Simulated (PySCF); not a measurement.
# Be2+: from the state search to spectroscopic constants

One table from this session's results is given with a row withheld; the runs are named, their logs left out.

Computed with PySCF 2.14.0. Level: Be aug-cc-pVDZ, no relativity.

The first run:

A driver script around PySCF takes these settings:

| Item | Value |
| --- | --- |
| atoms | Be, Be |
| charge | 1 |
| basis | Be aug-cc-pVDZ |
| Hamiltonian | no relativity |
| basis functions | 46 |
| electrons treated | 7 |
| masses in u | 9.0122, 9.0122 |
| levels | PBE0, PBE, r²SCAN, B2PLYP, BLYP, BHandHLYP, LC-ωPBE, HF, MP2, SCS-MP2, CCSD, CCSD(T) |
| grid | 80 radial by 434 angular points |
| occupations | held fixed by the projection of orbital angular momentum |
| dissociation limit | Be+ + Be, each in its ground configuration |
| starting distance in angstrom | 2.020 |
| values of 2S to try | 1, 3 |

The run is started by

```
> OMP_NUM_THREADS=1 python dia.py task.json out
```

Among the steps run: Input; The PBE0 curve of the state that the search chose; Excited determinants; PBE (GGA); r²SCAN (meta-GGA); B2PLYP (double hybrid); BLYP (GGA); BHandHLYP (global hybrid GGA); LC-ωPBE; ROHF (mean field); Adding correlation.

One of the session's tables, all rows but one given; the rest of the session is left out.

Energy (eV) from each level's lowest point:

| R (Å) | ROHF | ROHF-MP2 | ROHF-SCS-MP2 | ROHF-CCSD | ROHF-CCSD(T) |
| --- | --- | --- | --- | --- | --- |
| 1.916 | 0.383 | 0.404 | 0.415 | n/a | n/a |
| 2.005 | 0.182 | 0.198 | 0.207 | 0.188 | 0.188 |
| 2.094 | 0.065 | 0.074 | 0.081 | 0.069 | 0.069 |
| 2.161 | 0.018 | 0.023 | 0.028 | 0.021 | 0.021 |
| 2.228 | 0.000 | 0.000 | 0.003 | 0.000 | 0.000 |
| 2.295 | ? | ? | ? | ? | ? |
| 2.384 | 0.034 | 0.027 | 0.024 | 0.030 | 0.030 |
| 2.495 | 0.102 | 0.093 | 0.085 | 0.096 | 0.097 |
| 2.629 | 0.210 | 0.203 | 0.189 | 0.204 | 0.207 |
| 2.807 | 0.375 | 0.376 | 0.354 | n/a | n/a |

Estimate the missing values for R (Å) = 2.295.

Worked estimate for «ROHF». A straight line through the neighbours (2.228, 0.000) and (2.384, 0.034) gives 0.000 + (0.034 − 0.000) × (2.295 − 2.228) / (2.384 − 2.228) = 0.015; a parabola fitted to 4 rows on both sides gives 0.005.

As computed: ROHF: 0.004; ROHF-MP2: 0.000; ROHF-SCS-MP2: 0.000; ROHF-CCSD: 0.001; ROHF-CCSD(T): 0.001. In «ROHF» the line misses by +0.011 and the parabola by +0.001.
